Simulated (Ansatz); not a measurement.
# Ti3O: the cost of one run

Program: Ansatz 0.2.0. Level of theory: DFT PBEsol, scalar-relativistic, plane waves, PAW. These are calculated values, not measurements.

1 further run of the same task is left out (set aside as unsound or not needed). Runs told in other sessions of the task aren't counted.

**1. Starting point**

The structure is hexagonal, space group P6_3/mcm (No. 193). Conventional cell: a = 5.065 Å, b = 5.065 Å, c = 4.846 Å, α = 90.00°, β = 90.00°, γ = 120.00°. Around Ti (site symmetry m2m) lie 2 O at 2.06 Å. O (site symmetry -3m) has 6 Ti at 2.06 Å in its first shell of neighbours.

Structure file:

```
Ti O
1.0
     5.06549    0.00000    0.00000
    -2.53275    4.38685    0.00000
     0.00000    0.00000    4.84582
Ti O
6 2
Direct
  0.00000 0.67081 0.75000
  0.00000 0.32919 0.25000
  0.67081 0.00000 0.75000
  0.67081 0.67081 0.25000
  0.32919 0.32919 0.75000
  0.32919 0.00000 0.25000
  0.00000 0.00000 0.50000
  0.00000 0.00000 0.00000
```

It goes back to an entry of the Materials Project, which need not be the stable form.

This cell was relaxed beforehand with the same method: volume 13.46 Å³/atom, gap on the mesh none (metal).

**2. The reference: the undisturbed cell on the scan's mesh**

Contents of input.yaml:

```yaml
crystal:
  lattice:
    - [5.0654945388, 0.0, 0.0]
    - [-2.5327472694, 4.3868469533, 0.0]
    - [0.0, 0.0, 4.8458180485]
  atoms:
    - { symbol: Ti, position: [0.0, 0.6708131061, 0.75] }
    - { symbol: Ti, position: [0.0, 0.3291868939, 0.25] }
    - { symbol: Ti, position: [0.6708131061, 0.0, 0.75] }
    - { symbol: Ti, position: [0.6708131061, 0.6708131061, 0.25] }
    - { symbol: Ti, position: [0.3291868939, 0.3291868939, 0.75] }
    - { symbol: Ti, position: [0.3291868939, 0.0, 0.25] }
    - { symbol: O, position: [0.0, 0.0, 0.5] }
    - { symbol: O, position: [0.0, 0.0, 0.0] }
basis:
  ecutwfc: 420
kpoints:
  mp_grid: { grid: [12, 12, 8] }
hamiltonian:
  xc: pbesol
scf:
  occupations: { method: gaussian, width: 0.15 }
output:
  forces: true
  stress: true
  eigenvalues: true
```

Run with:

```sh
> ansatz run input.yaml --threads 2 --pin off --max-ram 5120MiB --backend cpu --events-out ev --progress --plain --runs-dir out
```

**Question.** How long does this run take on 2 threads of AMD EPYC 7R43 (Zen 3), shared host, and how much memory does it need?

About 12 s, with a peak of 0.71 GiB.
